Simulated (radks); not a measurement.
# Nuclear size and the levels of Sb³⁺

Aim: how the total energy, the levels and the density at the nucleus of Sb³⁺ respond when the nuclear radius is scaled.

The numbers are computed with radks (a radial shooting solver on a logarithmic mesh, Libxc functionals) version 1 (Dirac Kohn-Sham, exchange-only LDA, spin-unpolarised, spherical densities, finite nucleus), except any that are marked as measured or tabulated.

**1. What is computed**

* element: antimony (Z = 51)
* charge: +3
* electrons: 48
* configuration: [Kr] 4d10 5s2
* nuclear rms radius: 4.6802 fm

The outer shells:

Sb³⁺
```
[Kr] core
4d [↑↓][↑↓][↑↓][↑↓][↑↓]
5s [↑↓]
```

**2. rms radius 4.6802 fm**

Input:

```text
Z 51
configuration [Kr] 4d10 5s2 5p0 6s0
relativity Dirac
functional lda,
spin unpolarised
j_filling energy
nucleus finite rms 4.6802 fm
c 137.035999084
```

**3. rms radius 4.1139 fm**

Input: that of step 2 with these lines changed.

```diff
@@ -6,3 +6,3 @@
 j_filling energy
-nucleus finite rms 4.6802 fm
+nucleus finite rms 4.1139 fm
 c 137.035999084
```

**4. rms radius 4.3058 fm**

Input: that of step 3 with these lines changed.

```diff
@@ -6,3 +6,3 @@
 j_filling energy
-nucleus finite rms 4.1139 fm
+nucleus finite rms 4.3058 fm
 c 137.035999084
```

**5. rms radius 4.8534 fm**

Input: that of step 4 with these lines changed.

```diff
@@ -6,3 +6,3 @@
 j_filling energy
-nucleus finite rms 4.3058 fm
+nucleus finite rms 4.8534 fm
 c 137.035999084
```

**6. rms radius 5.6162 fm**

Input: that of step 5 with these lines changed.

```diff
@@ -6,3 +6,3 @@
 j_filling energy
-nucleus finite rms 4.8534 fm
+nucleus finite rms 5.6162 fm
 c 137.035999084
```

What does the calculation give? Wanted: for each run, rms radius; total energy shift; density at nucleus; 1s1/2 shift; 2s1/2 shift; 5s1/2 shift; 5p1/2 shift; 6s1/2 shift.

The runs gave:

```tsv
rms radius (fm)	total energy shift (eV)	density at nucleus (e/bohr³)	1s1/2 shift (meV)	2s1/2 shift (meV)	5s1/2 shift (meV)	5p1/2 shift (meV)	6s1/2 shift (meV)
4.1139	-1.05	2.124e+05	-441	-50.9	-0.237	0.0585	-0.0528
4.3058	-0.709	2.109e+05	-297	-34.3	-0.159	0.0394	-0.0355
4.6802	0	2.081e+05	0	0	0	0	0
4.8534	0.345	2.069e+05	145	16.7	0.0775	-0.0192	0.0173
5.6162	1.99	2.021e+05	833	96.0	0.447	-0.110	0.0996
```

**Reading.** Shifts are against the first run. Over the range the 1s1/2 level moves by 1.27 eV and the 6s1/2 level by 0.152 meV. A larger nucleus binds the 1s electrons less and lowers the density at its centre. These are shifts of eigenvalues, not the field shifts of spectral lines.
